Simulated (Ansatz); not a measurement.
# B2H5NO: the cost of one run

Program: Ansatz 0.2.0. Level of theory: RKS PBE0-D4/def2-SVP. These are calculated values, not measurements.

### Step 1. Starting point

Bond lengths: B1–O2 1.294 Å, O2–B3 1.322 Å, B3–N4 1.403 Å, B1–H5 1.184 Å, B1–H6 1.185 Å, B3–H7 1.177 Å, N4–H8 1.005 Å, N4–H9 1.003 Å. Angles: B1–O2–B3 178.6°, O2–B1–H5 120.0°, O2–B1–H6 120.0°, H5–B1–H6 120.1°, O2–B3–N4 120.3°, O2–B3–H7 120.1°, N4–B3–H7 119.6°, B3–N4–H8 122.5°, B3–N4–H9 124.1°, H8–N4–H9 113.4°.

Coordinates:

```xyz
9

B    -0.4688    1.6215   -0.7968
O    -0.3394    0.3857   -0.4349
B    -0.1879   -0.8677   -0.0420
N     0.7167   -1.1840    0.9831
H     0.2071    2.0570   -1.6665
H    -1.2662    2.3146   -0.2610
H    -0.8137   -1.7259   -0.5499
H     1.2723   -0.4870    1.4473
H     0.8800   -2.1142    1.3208
```

### Step 2. End point A

Contents of input.yaml:

```yaml
crystal:
  periodic: [false, false, false]
  atoms:
    - { symbol: B, position_ang: [-0.46883, 1.6215, -0.79683] }
    - { symbol: O, position_ang: [-0.33938, 0.38566, -0.43493] }
    - { symbol: B, position_ang: [-0.18793, -0.86769, -0.04199] }
    - { symbol: "N", position_ang: [0.71667, -1.184, 0.9831] }
    - { symbol: H, position_ang: [0.20713, 2.05697, -1.66648] }
    - { symbol: H, position_ang: [-1.2662, 2.31462, -0.26097] }
    - { symbol: H, position_ang: [-0.81369, -1.72587, -0.54993] }
    - { symbol: H, position_ang: [1.27225, -0.48701, 1.44726] }
    - { symbol: H, position_ang: [0.87998, -2.11418, 1.32076] }
basis:
  gaussian: { orbitals: def2-SVP }
hamiltonian:
  xc: pbe0
  dispersion: d4
relax:
  f_tol: 0.015
  max_steps: 40
```

The run is started by

```sh
$ ansatz run input.yaml --threads 1 --pin off --max-ram 2048MiB --backend cpu --events-out ev --progress --plain --runs-dir out
```

Q: Estimate wall time and peak memory on 1 thread of Intel Xeon Platinum 8259CL at 2.50GHz (Skylake/Cascade Lake), shared host.

About 1.7 min, with a peak of 0.16 GiB.
